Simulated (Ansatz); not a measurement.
Runs of Ansatz 0.2.0 on WS. It takes space group Pm-3m (No. 221, cubic). Conventional cell: a = 3.008 Å, b = 3.008 Å, c = 3.008 Å, α = 90.00°, β = 90.00°, γ = 90.00°. Around W (site symmetry m-3m) lie 8 S at 2.60 Å. S (site symmetry m-3m) has 8 W at 2.60 Å as nearest neighbours. The cell was built by a generator and needn't be a form met in nature.

```csv
task,level,U,k mesh,points for each segment of the path,hubbard projectors,double counting,share of exact exchange,mesh quality,gap on the mesh (eV),pressure (GPa)
band structure,LDA+U,W d U = 6 eV,9 × 9 × 9,14,ortho-atomic (the default),fll (the default),-,not flagged,none,-7.0
single point,HSE06 form with a typed share of exact exchange,-,5 × 5 × 5,-,-,-,0.5,coarse,none,-14.3
single point,HSE06 form with a typed share of exact exchange,-,5 × 5 × 5,-,-,-,0,coarse,none,0.2
single point,HSE06 form with a typed share of exact exchange,-,5 × 5 × 5,-,-,-,0.35,coarse,none,-11.1
band structure,LDA+U,W d U = 5 eV,9 × 9 × 9,14,ortho-atomic (the default),fll (the default),-,not flagged,none,-8.9
single point,HSE06 form with a typed share of exact exchange,-,5 × 5 × 5,-,-,-,0.15,coarse,none,-4.7
single point,HSE06,-,5 × 5 × 5,-,-,-,0.25,coarse,none,(a)
band structure,LDA+U,W d U = 4 eV,9 × 9 × 9,14,ortho-atomic (the default),fll (the default),-,not flagged,none,(b)
band structure,LDA+U,W d U = 2 eV,9 × 9 × 9,14,ortho-atomic (the default),fll (the default),-,not flagged,none,-11.2
single point,HSE06 form with a typed share of exact exchange,-,5 × 5 × 5,-,-,-,0.1,coarse,none,-3.1
band structure,LDA+U,W d U = 3 eV,9 × 9 × 9,14,ortho-atomic (the default),fll (the default),-,not flagged,none,-10.9
band structure,LDA,-,9 × 9 × 9,14,-,-,-,not flagged,none,-11.5
```

Alike in all rows: potentials or basis Ansatz PAW; no spin polarisation; cell as given; cutoff (eV) 420; smearing fermi-dirac 0.05 eV.

Question: Fill in the values left out.

Answer: (a) -8.0; (b) -10.4.

Caveats: some runs use coarse meshes; the PAW data sets come from PBE, with cores solved anew for the run's functional, which leaves a small shift of forces and pressure (some runs); spin-orbit coupling is left out, which moves the levels of the heavy elements (some runs); U without spin polarisation on a metal has little footing (some runs); the thresholds are loose for stress (some runs); the PAW data sets were made with another functional, which shifts forces and pressure a little (some runs).

A k mesh can miss the band edges, and the runs leave out spin-orbit coupling on W.

A gap of «none» marks a metal or a gap under the smearing width.
